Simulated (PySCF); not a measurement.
**CH₇FSi₂: electronic excitations**

What electronic excitations should CH₇FSi₂ (`FC[SiH2][SiH3]`) show?

The runs use PySCF 2.14.0, with density-fitted response routines of our own; the level of theory stands in each step. All values are computed, except where a source is named. Atoms are numbered from 0 throughout.

## Step 1: Starting geometry

11 atoms, charge 0, multiplicity 1; geometry from: GFN2-xTB.

Bonds of the start (Å): F0–C1 1.38, C1–Si2 1.92, Si2–Si3 2.31, C1–H4 1.09, C1–H5 1.09, Si2–H6 1.47, Si2–H7 1.47, Si3–H8 1.47, Si3–H9 1.46, Si3–H10 1.47.

## Step 2: Excited states and response: CAM-B3LYP/def2-SVPD

Job settings and geometry (Å):

```
{"job": {"kind": "uv", "xc": "CAM-B3LYP", "basis": "def2-SVPD", "nstates": 8, "ntriplets": 3}, "charge": 0, "multiplicity": 1}
F     -1.751840     1.271578    -0.551162
C     -1.611004    -0.104551    -0.563883
Si    -0.191629    -0.620535     0.626136
Si     1.749383     0.506271     0.062055
H     -2.583248    -0.514023    -0.279880
H     -1.413394    -0.379447    -1.603448
H     -0.692761    -0.343013     1.978231
H     -0.149918    -2.084536     0.495077
H      2.856022     0.061880     0.915468
H      1.636036     1.956867     0.220034
H      2.157778     0.252180    -1.324592
```

Method: TDDFT CAM-B3LYP/def2-SVPD, vertical, gas phase, core orbitals frozen in the response.

What will the session give for the following? lowest singlet (CAM-B3LYP/def2-SVPD); brightest single state of those computed; lowest triplet. Wanted: lowest singlet; brightest single state of those computed; lowest triplet.

The runs gave:

```
                                quantity                        value
    lowest singlet (CAM-B3LYP/def2-SVPD)  7.32 eV (169 nm), f = 0.054
brightest single state of those computed  state 8, 8.48 eV, f = 0.249
                          lowest triplet                      6.45 eV
```

**Reading.** The lowest singlet, at 7.32 eV, is HOMO→LUMO 0.75 and is bright; of the 8 states computed, the strongest absorption comes from states 7 to 8 together at 8.48 eV (the last computed, so partners may be missing). The lowest triplet lies 0.87 eV below the lowest singlet (triplets in Tamm-Dancoff, singlets in full TDDFT).
